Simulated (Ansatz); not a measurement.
# TiMnH6: the cost of one run

Program: Ansatz 0.2.0. Level of theory: DFT PBE, scalar-relativistic, plane waves, PAW. These are calculated values, not measurements.

## (1) The structure to begin with

The structure is cubic, space group Fm-3m (No. 225). Conventional cell: a = 6.866 Å, b = 6.866 Å, c = 6.866 Å, α = 90.00°, β = 90.00°, γ = 90.00°. Ti (site symmetry m-3m) has 6 H at 1.83 Å as nearest neighbours. Mn (site symmetry m-3m) has 6 H at 1.61 Å as nearest neighbours. H (site symmetry 4mm) is surrounded by 1 Mn at 1.61 Å and 1 Ti at 1.83 Å.

Coordinates:

```
Ti Mn H
1.0
     0.00000    3.43289    3.43289
     3.43289    0.00000    3.43289
     3.43289    3.43289    0.00000
Ti Mn H
1 1 6
Direct
  0.50000 0.50000 0.50000
  0.00000 0.00000 0.00000
  0.76608 0.23392 0.23392
  0.23392 0.76608 0.76608
  0.23392 0.76608 0.23392
  0.76608 0.23392 0.76608
  0.23392 0.23392 0.76608
  0.76608 0.76608 0.23392
```

The cell was relaxed beforehand at this level, from a generated guess; it is a trial structure. At a tolerance of 0.05 Å it has space group Fm-3m (No. 225); it has 10.11 Å³/atom, an uncorrected energy of +0.27 eV/atom over the elements.

## (2) Bands, states and charges

Input file input.yaml:

```yaml
crystal:
  lattice:
    - [0.0, 3.4328869174, 3.4328869174]
    - [3.4328869174, 0.0, 3.4328869174]
    - [3.4328869174, 3.4328869174, 0.0]
  atoms:
    - { symbol: Ti, position: [0.5, 0.5, 0.5], spin: -0.82 }
    - { symbol: Mn, position: [0.0, 0.0, 0.0], spin: 2.0 }
    - { symbol: H, position: [0.7660786124, 0.2339213876, 0.2339213876] }
    - { symbol: H, position: [0.2339213876, 0.7660786124, 0.7660786124] }
    - { symbol: H, position: [0.2339213876, 0.7660786124, 0.2339213876] }
    - { symbol: H, position: [0.7660786124, 0.2339213876, 0.7660786124] }
    - { symbol: H, position: [0.2339213876, 0.2339213876, 0.7660786124] }
    - { symbol: H, position: [0.7660786124, 0.7660786124, 0.2339213876] }
basis:
  ecutwfc: 420
kpoints:
  mp_grid: { grid: [10, 10, 10] }
  band_path:
    path:
      - [[0.0, 0.0, 0.0], [0.5, 0.0, 0.5], [0.625, 0.25, 0.625]]
      - [[0.375, 0.375, 0.75], [0.0, 0.0, 0.0], [0.5, 0.5, 0.5], [0.5, 0.25, 0.75], [0.5, 0.0, 0.5]]
    npoints: 14
hamiltonian:
  xc: pbe
scf:
  occupations: { method: gaussian, width: 0.1 }
  n_extra_bands: 20
output:
  forces: true
  stress: true
  eigenvalues: true
  populations: true
  dos: { projected: true, de: 0.02, nscf_kmesh: { grid: [12, 12, 12] } }
  bader: true
  write_density: true
  write_potential: true
  elf: true
  volumetric_format: npy
magnetization:
  spin_polarized: true
checkpoint:
  read: start.run
  write: ck
  compress: false
  write_wavefunctions: false
  write_every: 100000
```

Launch:

```bash
$ ansatz run input.yaml --threads 1 --pin off --max-ram 2048MiB --backend cpu --events-out ev --progress --plain --runs-dir out
```

Q: Estimate wall time and peak memory on 1 thread of AMD EPYC 7R13 (Zen 3), shared host.

About 1.9 min, with a peak of 0.57 GiB.
